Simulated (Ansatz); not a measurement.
# VBiO4 (BiVO4, measured cell): the cost of one run

Computed with Ansatz 0.2.0 (DFT r2SCAN, scalar-relativistic, plane waves, PAW, unless a step's input says otherwise).

## (1) The system as given

Symmetry: C2/c, No. 15, monoclinic system. Conventional cell: a = 7.247 Å, b = 11.697 Å, c = 5.090 Å, α = 90.00°, β = 134.22°, γ = 90.00°. V (site symmetry 2) has 4 O at 1.69 to 1.77 Å in its first shell of neighbours. Around Bi (site symmetry 2) lie 8 O at 2.35 to 2.63 Å. Around O (site symmetry 1) lie 1 V at 1.77 Å and 2 Bi at 2.35 to 2.37 Å. O (site symmetry 1) has 1 V at 1.69 Å and 1 Bi at 2.52 Å in its first shell of neighbours.

Structure file:

```xyz
12
Lattice="3.6236 -5.8486 0.0000 3.6236 5.8486 0.0000 -3.5500 0.0000 3.6474" Properties=species:S:1:pos:R:3 pbc="T T T"
V     0.9611   -4.3280    2.7355
V     2.7361    4.3280    0.9118
Bi    0.9611    1.5616    2.7355
Bi    2.7361   -1.5616    0.9118
O     2.4175   -3.4132    2.3300
O    -0.4954   -3.4132    3.1411
O     1.2796    3.4132    1.3174
O     4.1926    3.4132    0.5063
O     2.3896   -0.5930    3.2082
O    -0.4675   -0.5930    2.2628
O     1.3076    0.5930    0.4391
O     4.1646    0.5930    1.3846
```

The structure rests on an entry of the Crystallography Open Database; cell or positions may have been set otherwise for this series.

## (2) Relaxing the atoms: VBiO4 (BiVO4, measured cell), no spin

input.yaml reads:

```yaml
crystal:
  lattice:
    - [3.6235830947, -5.8486, 0.0]
    - [3.6235830947, 5.8486, 0.0]
    - [-3.5500110127, 0.0, 3.6473943918]
  atoms:
    - { symbol: V, position: [0.87, 0.13, 0.75] }
    - { symbol: V, position: [0.13, 0.87, 0.25] }
    - { symbol: Bi, position: [0.3665, 0.6335, 0.75] }
    - { symbol: Bi, position: [0.6335, 0.3665, 0.25] }
    - { symbol: O, position: [0.9383, 0.3547, 0.6388] }
    - { symbol: O, position: [0.6453, 0.0617, 0.8612] }
    - { symbol: O, position: [0.0617, 0.6453, 0.3612] }
    - { symbol: O, position: [0.3547, 0.9383, 0.1388] }
    - { symbol: O, position: [0.8113, 0.7099, 0.8796] }
    - { symbol: O, position: [0.2901, 0.1887, 0.6204] }
    - { symbol: O, position: [0.1887, 0.2901, 0.1204] }
    - { symbol: O, position: [0.7099, 0.8113, 0.3796] }
scf:
  occupations: { method: fixed }
output:
  forces: true
  stress: true
  eigenvalues: true
  write_density: true
  write_potential: true
  elf: true
  volumetric_format: npy
hamiltonian:
  xc: r2scan
basis:
  ecutwfc: 560
kpoints:
  mp_grid: { grid: [5, 5, 5] }
relax:
  f_tol: 0.001
  max_steps: 60
```

The run is started by

```bash
> ansatz run input.yaml --threads 8 --pin off --max-ram 28672MiB --backend cpu --events-out ev --progress --plain --runs-dir out
```

What time and memory should one allow on 8 threads of Intel Xeon Platinum 8259CL at 2.50GHz (Skylake/Cascade Lake), shared host?

About 89 s, with a peak of 2 GiB.
